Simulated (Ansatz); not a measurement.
# C₃H₆F₂Si: a ladder of functionals and wavefunction methods

The task here is to estimate one member of a computed series from the others.

Method: functionals in def2-TZVPP, the program's frozen cores in correlated methods; program: Ansatz 0.2.0, Gaussian basis.

The runs, in order: LDA (SPW92), PBE-D4, revPBE-D4, BLYP-D4, r2SCAN-D4, B97M-V, PBE0-D4, B3LYP-D4, r2SCANh-D4, r2SCAN0-D4, HSE06-D4, BHLYP-D4, CAM-B3LYP-D4, LC-ωPBE, ωB97X-V, ωB97M-V, B2PLYP, PBE-QIDH; CCSD(T)/def2-SVP; CCSD(T)/def2-TZVPP; MP2/def2-QZVPP; extrapolation to the limit; RPA on PBE.

### The relaxed structure

The geometry comes from an earlier relaxation with PBE0-D4 in a triple-zeta def2 set; it is a stationary point, not always the lowest conformer.

12 atoms, charge 0, spin multiplicity 1.

Atoms are counted from 1 here; the program's logs count them from 0.

Bond lengths: C1–C2 1.327 Å, C1–H7 1.086 Å, C1–H8 1.083 Å, C2–C3 1.493 Å, C2–H9 1.088 Å, C3–Si4 1.856 Å, C3–H10 1.095 Å, C3–H11 1.096 Å, Si4–F5 1.590 Å, Si4–F6 1.590 Å, Si4–H12 1.476 Å. Angles: C2–C1–H7 121.7°, C2–C1–H8 121.3°, H7–C1–H8 117.1°, C1–C2–C3 125.1°, C1–C2–H9 118.9°, C3–C2–H9 115.9°, C2–C3–Si4 110.7°, C2–C3–H10 111.1°, C2–C3–H11 111.5°, Si4–C3–H10 107.8°, Si4–C3–H11 108.0°, H10–C3–H11 107.5°, C3–Si4–F5 109.4°, C3–Si4–F6 109.9°, C3–Si4–H12 114.0°, F5–Si4–F6 106.9°, F5–Si4–H12 108.1°, F6–Si4–H12 108.2°.

The first run:

in.yaml

```yaml
crystal:
  periodic: [false, false, false]
  atoms:
    - {symbol: C, position_ang: [1.958883, 0.564346, -0.196886]}
    - {symbol: C, position_ang: [1.050602, -0.387437, -0.025736]}
    - {symbol: C, position_ang: [-0.202032, -0.244263, 0.774109]}
    - {symbol: Si, position_ang: [-1.670378, -0.023389, -0.338829]}
    - {symbol: F, position_ang: [-1.787481, -1.273687, -1.314614]}
    - {symbol: F, position_ang: [-3.004547, 0.013434, 0.526195]}
    - {symbol: H, position_ang: [1.864763, 1.534446, 0.281387]}
    - {symbol: H, position_ang: [2.832225, 0.403330, -0.817063]}
    - {symbol: H, position_ang: [1.187609, -1.342281, -0.527981]}
    - {symbol: H, position_ang: [-0.150379, 0.626158, 1.436635]}
    - {symbol: H, position_ang: [-0.381302, -1.125185, 1.400499]}
    - {symbol: H, position_ang: [-1.621063, 1.199329, -1.163615]}
basis:
  gaussian: {orbitals: def2-TZVPP}
hamiltonian: {xc: lda}
output: {orbitals: {seedname: orbitals}}
```

Run with:

```sh
ansatz run in.yaml --threads 4 --pin off --events-out ev --progress --plain --max-ram 10444MiB
```

Steps of the session up to this table: LDA; PBE-D4 (GGA); revPBE-D4 (GGA); BLYP-D4 (GGA); r2SCAN-D4 (meta-GGA); B97M-V (meta-GGA); B3LYP-D4 (hybrid); r2SCANh-D4 (hybrid); r2SCAN0-D4 (hybrid); HSE06-D4 (hybrid); BHLYP-D4 (hybrid); CAM-B3LYP-D4 (range-separated); LC-ωPBE (range-separated); ωB97X-V (range-separated); ωB97M-V (range-separated); B2PLYP (double hybrid); PBE-QIDH (double hybrid).

One of the session's tables, all rows but one given; the rest of the session is left out.

It belongs to the step «Orbital energies across the functionals». 

| functional | HOMO (eV) | gap (eV) |
| --- | --- | --- |
| LDA (SPW92) | -6.61 | 5.15 |
| PBE-D4 | -6.43 | 5.23 |
| revPBE-D4 | -6.35 | 5.26 |
| BLYP-D4 | -6.27 | 5.22 |
| r2SCAN-D4 | ? | ? |
| B97M-V | -6.65 | 5.72 |
| PBE0-D4 | -7.56 | 7.35 |
| B3LYP-D4 | -7.34 | 6.91 |
| r2SCANh-D4 | -7.05 | 6.46 |
| r2SCAN0-D4 | -7.69 | 7.62 |
| HSE06-D4 | -7.16 | 6.56 |
| BHLYP-D4 | -8.54 | 9.40 |
| CAM-B3LYP-D4 | -8.89 | 9.80 |
| LC-ωPBE | -10.27 | 12.36 |
| ωB97X-V | -9.88 | 11.88 |
| ωB97M-V | -9.77 | 11.60 |

Q: Estimate the row for r2SCAN-D4 from the others.

Worked estimate for «HOMO (eV)». Against the share of exact exchange, r2SCANh-D4 (0.1, -7.05), r2SCAN0-D4 (0.25, -7.69) give a slope of -4.27 per unit share; at 0 the line stands at -6.62.

The run gave: HOMO (eV): -6.62; gap (eV): 5.67. In «HOMO (eV)» the line misses by 0.00.
